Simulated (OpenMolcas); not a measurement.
# Re³⁺ among point charges: CASSCF and CASPT2 levels and susceptibility

How does a field of 4 point charges split the states of Re³⁺, and what χT follows?

Method: state-averaged CASSCF and CASPT2, spin-orbit coupling by RASSI with atomic mean-field integrals. Code: OpenMolcas 26.06.

### 1 What is computed

- Species: Re³⁺ (rhenium, Z = 75, 72 electrons)
- Basis: ANO-RCC-VDZP [7s6p4d2f1g], 68 functions
- Scalar Hamiltonian: DKH2, point nucleus
- Inactive shells: 1s 2s 2p 3s 3p 3d 4s 4p 4d 4f 5s 5p
- Active space: 4 electrons in 5 orbitals (5d)
- Some configurations of this space: 5d⁴
- Orbitals: optimised for each spin and parity, averaged over all roots

Outer shells as boxes (Hund's rule):

5d4
```
5d [↑ ][↑ ][↑ ][↑ ][  ]
```

The ion sits among 4 point charges of -2 e arranged as a tetrahedron (Td), 2.43 Å from the ion.

The work runs as a chain of OpenMolcas steps in one folder; each step below is one input file. Labels, J, g values, rates, χT and fits are worked out afterwards by a script from the matrices that RASSI stores.

### 2 One- and two-electron integrals

a.inp reads:

```
&GATEWAY
Coord
1

Re 0.0 0.0 0.0
Basis=ANO-RCC-VDZP
Group=NoSym
NoMove
AngMom=0.0 0.0 0.0
AMFI
XField
4 Angstrom 0
1.402961 1.402961 1.402961 -2.000000
1.402961 -1.402961 -1.402961 -2.000000
-1.402961 1.402961 -1.402961 -2.000000
-1.402961 -1.402961 1.402961 -2.000000
&SEWARD
```

Launch:

```sh
$ OMP_NUM_THREADS=1 MOLCAS_MEM=1689 MOLCAS_PROJECT=a pymolcas a.inp > a.log
```

### 3 CASSCF: quintets, 5 roots

a.inp reads:

```
&RASSCF
FileOrb=start.orb
Symmetry=1
Spin=5
nActEl=4 0 0
Inactive=34
Ras2=5
CIRoot=5 5 1
SDav=5
CIMx=300
Iter=120 100
PrWF=0.3
OrbListing=Nothing
MaxOrb=0
>>> COPY $Project.JobIph JOB001
```

start.orb holds the contracted functions of the basis, ordered by shell, or the orbitals of the step before.

### 4 Reference wave functions, triplets, 45 roots

a.inp reads:

```
&RASSCF
FileOrb=start.orb
Symmetry=1
Spin=3
nActEl=4 0 0
Inactive=34
Ras2=5
CIRoot=45 45 1
SDav=45
CIMx=300
Iter=120 100
PrWF=0.3
OrbListing=Nothing
MaxOrb=0
>>> COPY $Project.JobIph JOB002
```

### 5 CASSCF: singlets, 50 roots

a.inp reads:

```
&RASSCF
FileOrb=start.orb
Symmetry=1
Spin=1
nActEl=4 0 0
Inactive=34
Ras2=5
CIRoot=50 50 1
SDav=50
CIMx=300
Iter=120 100
PrWF=0.3
OrbListing=Nothing
MaxOrb=0
>>> COPY $Project.JobIph JOB003
```

### 6 State interaction with spin-orbit coupling

a.inp reads:

```
&RASSI
NrOfJobIphs=3 5 45 50
1 2 3 4 5
1 2 3 4 5 6 7 8 9 10 11 12 13 14 15 16 17 18 19 20 21 22 23 24 25 26 27
28 29 30 31 32 33 34 35 36 37 38 39 40 41 42 43 44 45
1 2 3 4 5 6 7 8 9 10 11 12 13 14 15 16 17 18 19 20 21 22 23 24 25 26 27
28 29 30 31 32 33 34 35 36 37 38 39 40 41 42 43 44 45 46 47 48 49 50
IphNames
JOB001
JOB002
JOB003
EJob
SpinOrbit
DIPRint=1.0
SOCoupling=1000.0
Subsets=2
Property=9
'ANGMOM' 1 'ANGMOM' 2 'ANGMOM' 3 'MLTPL  1' 1 'MLTPL  1' 2 'MLTPL  1' 3
'AMFI' 1 'AMFI' 2 'AMFI' 3
SOProperty=3
'ANGMOM' 1 'ANGMOM' 2 'ANGMOM' 3
```

### 7 CASPT2: IPEA 0.25, imaginary shift 0.1 (closed shells correlated: 4f 5s 5p)

a.inp reads:

```
>>> COPY JOB001 $Project.JobIph
&CASPT2
Multistate=5 1 2 3 4 5
NoMult
Frozen=23
IPEA=0.25
Imaginary=0.1
MaxIter=60
WThr=0.0 0.3 0.05
PrWF=0.5
NoMix
>>> COPY JOB002 $Project.JobIph
&CASPT2
Multistate=45 1 2 3 4 5 6 7 8 9 10 11 12 13 14 15 16 17 18 19 20 21 22
23 24 25 26 27 28 29 30 31 32 33 34 35 36 37 38 39 40 41 42 43 44 45
NoMult
Frozen=23
IPEA=0.25
Imaginary=0.1
MaxIter=60
WThr=0.0 0.3 0.05
PrWF=0.5
NoMix
>>> COPY JOB003 $Project.JobIph
&CASPT2
Multistate=50 1 2 3 4 5 6 7 8 9 10 11 12 13 14 15 16 17 18 19 20 21 22
23 24 25 26 27 28 29 30 31 32 33 34 35 36 37 38 39 40 41 42 43 44 45 46
47 48 49 50
NoMult
Frozen=23
IPEA=0.25
Imaginary=0.1
MaxIter=60
WThr=0.0 0.3 0.05
PrWF=0.5
NoMix
```

(Steps that only read results are left out.)

What does the calculation give? Wanted: spin-free ground state; first state of the same spin within the active space; lowest level; next level.

As calculated:

```
                                            quantity                                                                           value
                                              method  SS-CASPT2, IPEA 0.25, imaginary shift 0.1 (closed shells correlated: 4f 5s 5p)
                              spin-free ground state                                                 5T2, 3-fold in its orbital part
first state of the same spin within the active space                                                                 5E at 2550 cm⁻¹
                                        lowest level                                                                       1-fold A1
                                          next level                                                                     3215.4 cm⁻¹
                                         χT at 300 K                                                                  0.08 cm³ K/mol
                           effective moment at 300 K                                                                         0.82 μB
```

Cost by method:

| method | time of its own steps | time with the reference |
| --- | --- | --- |
| A. CASSCF | 24 s | 24 s |
| B. SS-CASPT2, IPEA 0.25, imaginary shift 0.1, +4f 5s 5p | 30 s | 54 s |

Times are of one thread on a shared host.

**Reading.** The spin-free ground state (5T2) comes to 100 % from free-ion D terms and keeps the highest spin of the shell. χT at 300 K is 0.08, against 3.01 cm³ K/mol for the spin alone, so spin-orbit coupling lowers it. An active space of the d shell alone favours high spin; real ions in strong fields can be low spin. CASPT2 does not keep the components of a term degenerate, and the means are used. The field of point charges can differ much from that of real complexes. This is an electrostatic model: the charges have no orbitals.
